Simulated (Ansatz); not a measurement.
**H5NOSi + H2: a complex and its separated parts**

The complex below is one end of an elementary step. How strongly is it bound against its free parts?

The runs use Ansatz 0.2.0, Gaussian basis; PBE0-D4/def2-TZVP structures, single points in def2-TZVPP, no counterpoise correction.

Levels: SPW92, PBE-D4, BLYP-D4, r2SCAN-D4, B97M-V, PBE0-D4, B3LYP-D4, r2SCAN0-D4, BHLYP-D4, CAM-B3LYP-D4, wB97X-V, wB97M-V, B2PLYP, PBE-QIDH, RPA on PBE, Hartree-Fock, MP2, CCSD, CCSD(T).

Correlated methods freeze the cores. B3LYP uses VWN-RPA correlation. B2PLYP carries no dispersion term here.

21 further runs of the same task are left out: 21 set aside as unsound or not needed.

## 1. Where the work starts

The complex: 10 atoms, charge 0, spin multiplicity 1.

Atoms are counted from 1 here; the program's logs count them from 0.

Bond lengths: Si1–H3 1.483 Å, Si1–H4 1.488 Å, Si1–O5 1.645 Å, Si1–N7 1.712 Å, H2–H6 0.749 Å, O5–H8 0.959 Å, N7–H9 1.006 Å, N7–H10 1.006 Å. Angles: H3–Si1–H4 111.1°, H3–Si1–O5 102.7°, H3–Si1–N7 114.3°, H4–Si1–O5 112.5°, H4–Si1–N7 104.3°, O5–Si1–N7 112.2°, Si1–O5–H8 116.2°, Si1–N7–H9 120.5°, Si1–N7–H10 122.9°, H9–N7–H10 112.0°.

Coordinates:

```mol
H7NOSi
  3D, bonds by distance, orders not assigned

 10  8  0  0  0  0  0  0  0  0999 V2000
   -0.7138    0.9065   -0.1602 Si  0  0
    1.6086   -1.9041    1.5538 H   0  0
   -0.9289    2.1770   -0.8935 H   0  0
   -1.9809    0.4175    0.4469 H   0  0
    0.4052    1.3272    0.9692 O   0  0
    1.2869   -1.6806    0.9156 H   0  0
   -0.1851   -0.3927   -1.1417 N   0  0
    0.7730    0.6091    1.4880 H   0  0
   -0.7957   -1.1679   -1.3358 H   0  0
    0.5305   -0.2920   -1.8422 H   0  0
  1  3  8  0
  1  4  8  0
  1  5  8  0
  1  7  8  0
  2  6  8  0
  5  8  8  0
  7  9  8  0
  7 10  8  0
M  END
```

Its parts: H5NOSi holds atoms 1, 3, 4, 5, 7, 8, 9, 10; H2 holds atoms 2, 6. Each part counts its atoms afresh in its own runs.

## 2. Relaxing H5NOSi alone

The input, relax-a/in.yaml:

```yaml
crystal:
  periodic: [false, false, false]
  atoms:
    - {symbol: Si, position_ang: [-0.713752, 0.906504, -0.160244]}
    - {symbol: H, position_ang: [-0.928906, 2.177010, -0.893488]}
    - {symbol: H, position_ang: [-1.980893, 0.417461, 0.446915]}
    - {symbol: O, position_ang: [0.405244, 1.327239, 0.969205]}
    - {symbol: N, position_ang: [-0.185059, -0.392704, -1.141715]}
    - {symbol: H, position_ang: [0.772953, 0.609106, 1.488034]}
    - {symbol: H, position_ang: [-0.795718, -1.167923, -1.335814]}
    - {symbol: H, position_ang: [0.530464, -0.292015, -1.842220]}
basis:
  gaussian: {orbitals: def2-TZVP}
hamiltonian: {xc: pbe0, dispersion: d4}
relax: {f_tol: 0.005, max_steps: 200}
```

The command line of these runs was not kept.

The runs that follow: Relaxing H2 alone; wB97M-V/def2-TZVPP; CCSD(T)/def2-TZVPP; Vibrations of H5NOSi; Vibrations of H2.

Before running it: what results should come out? Wanted: complex less parts, CCSD(T)/def2-TZVPP; with zero-point energy; largest T1 diagnostic.

**Answer**, as computed:

| quantity | value |
| --- | --- |
| complex less parts, CCSD(T)/def2-TZVPP | -3.0 kJ/mol |
| with zero-point energy | +3.1 kJ/mol |
| largest T1 diagnostic | 0.011 |

At CCSD(T) the complex lies 3.0 kJ/mol below its parts. The functionals run from PBE-QIDH, off by +0.3 kJ/mol, to SPW92, off by -5.6 kJ/mol, against CCSD(T). By rung, the mean size of the error is: LDA 5.6, GGA 1.4, meta-GGA 1.2, hybrid 1.1, range-separated hybrid 0.8, double hybrid 0.9 kJ/mol. PBE-D4 gives a relative energy 2.3 kJ/mol too low, an error of 77 % of the reference. No counterpoise was applied, and triple zeta lacks some correlation, so the CCSD(T) reference has a basis error of its own, and close matches with it are partly luck.
